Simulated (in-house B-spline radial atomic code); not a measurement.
**Pm: ionisation energy by several methods**

The task here is to estimate one member of a computed series from the others.

Program: in-house B-spline radial atomic code version 1. Level of theory: scalar-relativistic (X2C), several functionals, spin-polarised, exact exchange averaged over the configuration; spherical all-electron atom at the radial basis limit. These are calculated values, not measurements, unless marked.

**The atom as given**

* element: promethium (Z = 61)
* charge: 0
* electrons: 61
* configuration: [Xe] 4f5 6s2
* nucleus: Fermi, rms radius 4.962 fm

The outer shells:

[Xe] 4f5 6s2
```
[Xe] core
4f [↑ ][↑ ][↑ ][↑ ][↑ ][  ][  ]
6s [↑↓]
```

Where spins are not typed, each open shell is filled with up spins first.

The first run:

Settings, as recorded:

```ini
Z = 61
electrons = 61.0
configuration = [Xe] 4f5 6s2
hamiltonian = x2c
method = bhandhlyp
spin_polarised = True
nucleus = fermi
rms_radius = 4.961999461404065
mass_number = 145
atomic_mass = 144.912755748
speed_of_light = 137.035999084
exact_exchange = averaged over the configuration
```

Launch:

```bash
$ python run_scf.py task.json out
```

task.json lists these runs, among others, and the program works through them in turn.

Steps of the session up to this table: BHandHLYP, a global hybrid; CAM-B3LYP, a range-separated hybrid; B3LYP, a global hybrid; r2SCAN0, a global hybrid; PBE0, a global hybrid; LC-ωPBE, a range-separated hybrid.

One of the session's tables, all rows but one given; the rest of the session is left out.

| method | ΔSCF (eV) |
| --- | --- |
| BHandHLYP | 5.385 |
| B3LYP | 5.598 |
| r2SCAN0 | 5.217 |
| PBE0 | 5.411 |
| CAM-B3LYP | ? |
| LC-ωPBE | 5.224 |

**Question.** Estimate the row for CAM-B3LYP.

**Answer.** ΔSCF (eV): 5.518. In the column «ΔSCF (eV)» it lies between PBE0 (5.411) and B3LYP (5.598).

Limits of these values: Relativistic terms that these runs lack can be as large as the gaps between close methods, so the nearest may be so by luck. Spin-orbit coupling is left out.
